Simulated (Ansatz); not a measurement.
# HAuS (SMILES [SH][Au]): functionals against CCSD(T) at one geometry

One table from this session's results is given with a row withheld; the runs are named, their logs left out.

Method: single points in def2-TZVPP; program: Ansatz 0.2.0, Gaussian basis.

Correlated methods freeze the cores. Filled d shells of the heavier atoms are correlated. Core potentials replace the inner electrons past krypton, and spin-orbit coupling is left out.

## The system as given

3 atoms, charge 0, spin multiplicity 1.

Atoms are counted from 1 here; the program's logs count them from 0.

Bond lengths: S1–Au2 2.262 Å, S1–H3 1.330 Å. Angles: Au2–S1–H3 96.6°.

Coordinates:

```mol
AuHS
  3D, bonds by distance, orders not assigned

  3  2  0  0  0  0  0  0  0  0999 V2000
   -0.4475   -0.6608   -0.3553 S   0  0
    1.4271   -0.0675    0.7624 Au  0  0
   -0.9578    0.5635   -0.4571 H   0  0
  1  2  8  0
  1  3  8  0
M  END
```

The first run:

Contents of run/in.yaml:

```yaml
crystal:
  periodic: [false, false, false]
  atoms:
    - {symbol: S, position_ang: [-0.447500, -0.660800, -0.355300]}
    - {symbol: Au, position_ang: [1.427100, -0.067500, 0.762400]}
    - {symbol: H, position_ang: [-0.957800, 0.563500, -0.457100]}
basis:
  gaussian: {orbitals: def2-TZVPP}
correlation: {method: ccsd_t}
output: {forces: true}
```

No record of the launch command was kept for these runs.

Among the steps run: CCSD(T)/def2-TZVPP; PBE0-D4/def2-TZVPP; wB97M-V/def2-TZVPP; r2SCAN-D4/def2-TZVPP; PBE-D4/def2-TZVPP; HSE06-D4/def2-TZVPP; CAM-B3LYP-D4/def2-TZVPP.

One table of the session follows, with a row left open; its other results are not shown here.

| method | RMS force component (eV/Å) | angle to CCSD(T) forces (°) | dipole (D) |
| --- | --- | --- | --- |
| CCSD(T) | 0.231 | reference | 2.58 |
| PBE0-D4 | 0.272 | 5.6 | 2.60 |
| wB97M-V | 0.173 | 20.5 | 3.05 |
| r2SCAN-D4 | 0.346 | 3.4 | 2.28 |
| PBE-D4 | 0.384 | 22.0 | 1.99 |
| HSE06-D4 | ? | ? | ? |
| CAM-B3LYP-D4 | 0.174 | 14.8 | 2.75 |

**Question.** Estimate the row for HSE06-D4.

The run gave: RMS force component (eV/Å): 0.277; angle to CCSD(T) forces (°): 5.5; dipole (D): 2.57. In the column «RMS force component (eV/Å)» it lies between PBE0-D4 (0.272) and r2SCAN-D4 (0.346).
